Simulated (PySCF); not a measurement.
# C2Cl2GeN2 (Ge(CN)2Cl2): the cost of one run

The runs use PySCF 2.14.0, with density-fitted response routines of our own; the level of theory stands in each step. All values are computed, except where a source is named. Atoms count from 0, in the outputs and in this text.

## (1) Starting geometry

7 atoms, charge 0, multiplicity 1; geometry from: GFN2-xTB. The atoms were then displaced at random by about 0.03 Å, so the start is not that level's minimum.

Bonds of the start (Å): Ge0–C1 1.93, Ge0–C3 1.99, Ge0–Cl5 2.21, Ge0–Cl6 2.06, C1–N2 1.12, C3–N4 1.05.

## (2) Relaxing the molecule at PBE0-D3(BJ)/def2-SVP

What the job is given:

```
{"job": {"xc": "PBE0", "basis": "def2-SVP", "d3": "d3bj", "grid": 1, "maxiter": 40, "shake": 0.03, "kind": "geom"}, "charge": 0, "multiplicity": 1}
Ge    -0.359640    -0.071920    -0.296320
C     -0.407090    -0.030040     1.632070
N     -0.470330    -0.022260     2.754390
C      1.538590    -0.002130    -0.898940
N      2.514640    -0.038550    -1.278460
Cl    -1.362930     1.781020    -0.964450
Cl    -1.361390    -1.718130    -1.016840
```

Launch:

```bash
> OMP_NUM_THREADS=1 python probes_run.py task.json out
```

The driver reads the jobs from task.json and runs them one after another.

**Question.** How long does this first job take on 1 thread of Arm Neoverse V2, shared host, and how much memory does it need?

About 66 s, with a peak of 0.5 GiB.
